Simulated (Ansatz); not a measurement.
# C3H8GaS radical: basis-set convergence

How large a basis does C3H8GaS radical need? Two functionals are run in growing sets.

The runs use Ansatz 0.2.0, Gaussian basis; one geometry, several basis sets.

Levels to be run: PBE0-D4/def2-SVP; ωB97M-V/def2-SVP; PBE0-D4/def2-QZVPP; ωB97M-V/def2-QZVPP; the functionals' def2-TZVPP values are taken from earlier runs.

## Step 1: Structure used throughout

The geometry comes from an earlier relaxation with PBE0-D4 in a triple-zeta def2 set; it is a stationary point, not always the lowest conformer.

SMILES `C[CH](C)[Ga][SH]`, 13 atoms, charge 0, spin multiplicity 2.

Atoms are counted from 1 here; the program's logs count them from 0.

Bond lengths: C1–C2 1.520 Å, C1–H6 1.093 Å, C1–H7 1.094 Å, C1–H8 1.098 Å, C2–C3 1.520 Å, C2–Ga4 2.036 Å, C2–H9 1.093 Å, C3–H10 1.098 Å, C3–H11 1.093 Å, C3–H12 1.094 Å, Ga4–S5 2.250 Å, S5–H13 1.342 Å. Angles: C2–C1–H6 112.5°, C2–C1–H7 111.7°, C2–C1–H8 110.4°, H6–C1–H7 107.6°, H6–C1–H8 107.3°, H7–C1–H8 107.1°, C1–C2–C3 112.5°, C1–C2–Ga4 108.6°, C1–C2–H9 110.0°, C3–C2–Ga4 108.6°, C3–C2–H9 110.1°, Ga4–C2–H9 106.9°, C2–C3–H10 110.4°, C2–C3–H11 112.5°, C2–C3–H12 111.7°, H10–C3–H11 107.3°, H10–C3–H12 107.1°, H11–C3–H12 107.6° and more.

## Step 2: PBE0-D4 in def2-SVP

in.yaml

```yaml
crystal:
  periodic: [false, false, false]
  atoms:
    - {symbol: C, position_ang: [-0.467168, -0.465186, 1.343371]}
    - {symbol: C, position_ang: [0.014884, -0.781678, -0.063391]}
    - {symbol: C, position_ang: [1.429955, -0.288142, -0.319056]}
    - {symbol: Ga, position_ang: [-1.236069, 0.116928, -1.394721]}
    - {symbol: S, position_ang: [-1.238684, 2.356639, -1.182937]}
    - {symbol: H, position_ang: [-1.473337, -0.846430, 1.536532]}
    - {symbol: H, position_ang: [-0.478479, 0.611820, 1.535173]}
    - {symbol: H, position_ang: [0.201175, -0.918122, 2.086829]}
    - {symbol: H, position_ang: [-0.045895, -1.857341, -0.247126]}
    - {symbol: H, position_ang: [2.126921, -0.738184, 0.399508]}
    - {symbol: H, position_ang: [1.787219, -0.542308, -1.320468]}
    - {symbol: H, position_ang: [1.507337, 0.797195, -0.205385]}
    - {symbol: H, position_ang: [-2.127849, 2.554809, -2.168319]}
basis:
  gaussian: {orbitals: def2-SVP}
magnetization: {spin_polarized: true, initial_magnetization: 1}
hamiltonian: {xc: pbe0, dispersion: d4}
output: {orbitals: {seedname: orbitals}}
```

On the command line:

```console
> ansatz run in.yaml --threads 2 --pin off --events-out ev --progress --plain --max-ram 22528MiB --backend cpu
```

After this run come: ωB97M-V in def2-SVP; PBE0-D4 in def2-QZVPP; ωB97M-V in def2-QZVPP.

Before running them: what should the planned runs give, taken together? Wanted: PBE0-D4: double and triple zeta above quadruple; ωB97M-V: double and triple zeta above quadruple.

The runs gave:

```
                                       quantity           value
PBE0-D4: double and triple zeta above quadruple  15.65, 1.69 eV
ωB97M-V: double and triple zeta above quadruple  15.77, 1.64 eV
```

In words: For PBE0-D4 the step from double to triple zeta gains 13.96 eV and the next only 1.69 eV. Total energies overstate the basis error of differences, where much of it tends to cancel.
